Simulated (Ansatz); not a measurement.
# Mo (sc type): how the settings move a single-point run

Question: which choices in the input matter for Mo (sc type)?

Method: reference: DFT, PBEsol, all-electron LAPW, scalar-relativistic, in Ansatz 0.2.0.

2 further runs of the same task are left out: 2 that didn't finish. Runs told in other sessions of the task aren't counted.

### 1 Starting point

It takes space group Pm-3m (No. 221, cubic). Conventional cell: a = 2.367 Å, b = 2.367 Å, c = 2.367 Å, α = 90.00°, β = 90.00°, γ = 90.00°. Mo (site symmetry m-3m) has 6 Mo at 2.37 Å in its first shell of neighbours.

Structure file:

```cif
data_structure
_symmetry_space_group_name_H-M 'P 1'
_symmetry_Int_Tables_number 1
_cell_length_a 2.3669
_cell_length_b 2.3669
_cell_length_c 2.3669
_cell_angle_alpha 90.000
_cell_angle_beta 90.000
_cell_angle_gamma 90.000
_cell_volume 13.26
loop_
_atom_site_label
_atom_site_type_symbol
_atom_site_fract_x
_atom_site_fract_y
_atom_site_fract_z
_atom_site_occupancy
Mo1 Mo 0.00000 0.00000 0.00000 1
```

### 2 The reference run

The input, input.yaml:

```yaml
crystal:
  lattice:
    - [2.3668949488, 0.0, 0.0]
    - [0.0, 2.3668949488, 0.0]
    - [0.0, 0.0, 2.3668949488]
  atoms:
    - { symbol: Mo, position: [0.0, 0.0, 0.0] }
kpoints:
  mp_grid: { grid: [15, 15, 15] }
scf:
  occupations: { method: fermi_dirac, width: 0.1 }
hamiltonian:
  xc: pbesol
  pseudopotentials: { kind: all_electron, lapw: { basis_error: 0.001 } }
output:
  forces: true
  stress: true
  eigenvalues: true
  populations: true
```

Started as:

```console
> ansatz run input.yaml --threads 1 --pin off --max-ram 2048MiB --backend cpu --events-out ev --progress --plain --runs-dir out
```

### 3 Variant: dispersion d3bjatm

input.yaml, as its differences from that of step 2:

```diff
@@ -14,2 +14,3 @@
   pseudopotentials: { kind: all_electron, lapw: { basis_error: 0.001 } }
+  dispersion: d3bjatm
 output:
```

What does the calculation give? Wanted: for each run, ending; energy change; pressure; gap; force.

The runs gave:

| run | ending | energy change | pressure (GPa) | gap (eV) | force (eV/Å) | cycles | time |
| --- | --- | --- | --- | --- | --- | --- | --- |
| reference | converged | 0 | 84.7 | 0.00 | 0.00 | 6 | 13 s |
| 1: dispersion d3bjatm | converged | -730.8 meV/atom (offset of the dispersion model) | 77.0 | 0.00 | 0.00 | 6 | 13 s |

Residual by cycle in the longest SCF loop of each run; runs are numbered as in the table. The quantity is the density residual dr2, in eV.

| cycle | reference | run 1 |
| --- | --- | --- |
| 1 | 0.192 | 0.192 |
| 2 | 0.0462 | 0.0462 |
| 3 | 0.00455 | 0.00455 |
| 4 | 1.6e-5 | 1.6e-5 |
| 5 | 2.1e-7 | 2.1e-7 |
| 6 | 3.3e-9 | 3.3e-9 |

**Reading.** The energy moves by -730.8 meV/atom, nearly all of it the dispersion term itself (-730.8 meV/atom); that offset belongs to the model and is no gain or loss of stability; the pressure goes from 84.7 to 77.0 GPa. The structure is not at rest: the sound run finds 85 GPa, so these are no properties of the relaxed crystal. 
